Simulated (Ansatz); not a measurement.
# CrPS3: the cost of one run

Method: DFT PBE, scalar-relativistic, plane waves, PAW, in Ansatz 0.2.0.

1 further run of the same task is left out (it didn't finish).

## (1) The structure to begin with

It takes space group Pm-3m (No. 221, cubic). The conventional cell has a = 4.484 Å, b = 4.484 Å, c = 4.484 Å, α = 90.00°, β = 90.00°, γ = 90.00°. Around Cr (site symmetry m-3m) lie 6 S at 2.24 Å. P (site symmetry m-3m) is surrounded by 12 S at 3.17 Å. S (site symmetry 4/mmm) is surrounded by 2 Cr at 2.24 Å.

Coordinates:

```cif
data_structure
_symmetry_space_group_name_H-M 'Pm-3m'
_symmetry_Int_Tables_number 221
_cell_length_a 4.4838
_cell_length_b 4.4838
_cell_length_c 4.4838
_cell_angle_alpha 90.000
_cell_angle_beta 90.000
_cell_angle_gamma 90.000
_cell_volume 90.15
loop_
_atom_site_label
_atom_site_type_symbol
_atom_site_symmetry_multiplicity
_atom_site_Wyckoff_symbol
_atom_site_fract_x
_atom_site_fract_y
_atom_site_fract_z
_atom_site_occupancy
Cr1 Cr 1 a 0.00000 0.00000 0.00000 1
P1 P 1 b 0.50000 0.50000 0.50000 1
S1 S 3 d 0.50000 0.00000 0.00000 1
```

The cell is invented: species swapped into a database cell of MgAgF3 (Pm-3m, No. 221), with Cr on the Mg sites, P on the Ag sites and S on the F sites. Lengths come from tabulated atomic sizes and are only a guess.

## (2) Probe: one point on a coarse mesh

Input file input.yaml:

```yaml
crystal:
  lattice:
    - [4.48381296, 0.0, 0.0]
    - [0.0, 4.48381296, 0.0]
    - [0.0, 0.0, 4.48381296]
  atoms:
    - { symbol: Cr, position: [0.0, 0.0, 0.0], spin: 3.0 }
    - { symbol: P, position: [0.5, 0.5, 0.5] }
    - { symbol: S, position: [0.5, 0.0, 0.0] }
    - { symbol: S, position: [0.0, 0.5, 0.0] }
    - { symbol: S, position: [0.0, 0.0, 0.5] }
basis:
  ecutwfc: 420
kpoints:
  mp_grid: { grid: [4, 4, 4] }
hamiltonian:
  xc: pbe
scf:
  occupations: { method: gaussian, width: 0.1 }
  lower_state_search: "off"
output:
  forces: true
  stress: true
  eigenvalues: true
  populations: true
magnetization:
  spin_polarized: true
```

Run with:

```
$ ansatz run input.yaml --threads 1 --pin off --max-ram 2048MiB --backend cpu --events-out ev --progress --plain --runs-dir out
```

What time and memory should one allow on 1 thread of Intel Xeon Platinum 8259CL at 2.50GHz (Skylake/Cascade Lake), shared host?

About 5 s, with a peak of 0.41 GiB.
